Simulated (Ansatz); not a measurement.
# CH6BBrGe: how energies converge with the basis set

An exercise on one series of results from a longer session: the logs are not shown, and one member is left open.

The runs use Ansatz 0.2.0, Gaussian basis; one geometry, several basis sets.

Plan: PBE0-D4/def2-SVP; ωB97M-V/def2-SVP; PBE0-D4/def2-QZVPP; ωB97M-V/def2-QZVPP; the functionals' def2-TZVPP values are taken from earlier runs.

## The geometry

An earlier PBE0-D4 in a triple-zeta def2 set relaxation fixed the geometry.

10 atoms, charge 0, spin multiplicity 1.

Atoms are counted from 1 here; the program's logs count them from 0.

Bond lengths: B1–C2 1.522 Å, B1–H5 1.193 Å, B1–H6 1.198 Å, C2–Ge3 2.010 Å, C2–Br4 1.945 Å, C2–H7 1.090 Å, Ge3–H8 1.537 Å, Ge3–H9 1.533 Å, Ge3–H10 1.532 Å. Angles: C2–B1–H5 121.9°, C2–B1–H6 117.5°, H5–B1–H6 120.4°, B1–C2–Ge3 101.9°, B1–C2–Br4 117.5°, B1–C2–H7 117.2°, Ge3–C2–Br4 106.9°, Ge3–C2–H7 104.3°, Br4–C2–H7 107.6°, C2–Ge3–H8 109.6°, C2–Ge3–H9 109.3°, C2–Ge3–H10 105.5°, H8–Ge3–H9 110.6°, H8–Ge3–H10 110.8°, H9–Ge3–H10 110.9°.

The first run:

in.yaml

```yaml
crystal:
  periodic: [false, false, false]
  atoms:
    - {symbol: B, position_ang: [-0.508384, 1.427144, -0.134722]}
    - {symbol: C, position_ang: [-0.602363, 0.094863, 0.594305]}
    - {symbol: Ge, position_ang: [0.686804, -1.039842, -0.450467]}
    - {symbol: Br, position_ang: [-0.022551, 0.045438, 2.450014]}
    - {symbol: H, position_ang: [0.217249, 2.298438, 0.236550]}
    - {symbol: H, position_ang: [-1.110630, 1.538088, -1.164960]}
    - {symbol: H, position_ang: [-1.547602, -0.443477, 0.529681]}
    - {symbol: H, position_ang: [0.165851, -1.225794, -1.884399]}
    - {symbol: H, position_ang: [2.062787, -0.364863, -0.459600]}
    - {symbol: H, position_ang: [0.742039, -2.381195, 0.286698]}
basis:
  gaussian: {orbitals: def2-SVP}
hamiltonian: {xc: pbe0, dispersion: d4}
output: {orbitals: {seedname: orbitals}}
```

Among the steps run: PBE0-D4 in def2-SVP; ωB97M-V in def2-SVP; PBE0-D4 in def2-QZVPP; ωB97M-V in def2-QZVPP.

One of the session's tables, all rows but one given; the rest of the session is left out.

It belongs to the step «Functionals by basis». 

| functional | basis | HOMO (eV) | LUMO (eV) |
| --- | --- | --- | --- |
| PBE0-D4 | def2-SVP | -7.52 | -1.60 |
| PBE0-D4 | def2-TZVPP | ? | ? |
| PBE0-D4 | def2-QZVPP | -7.64 | -1.73 |
| ωB97M-V | def2-SVP | -9.68 | 0.42 |
| ωB97M-V | def2-TZVPP | -9.81 | 0.19 |
| ωB97M-V | def2-QZVPP | -9.82 | 0.11 |

Estimate the missing values for PBE0-D4, def2-TZVPP.

As computed: HOMO (eV): -7.63; LUMO (eV): -1.71. In the column «HOMO (eV)» it lies between PBE0-D4, def2-QZVPP (-7.64) and PBE0-D4, def2-SVP (-7.52).
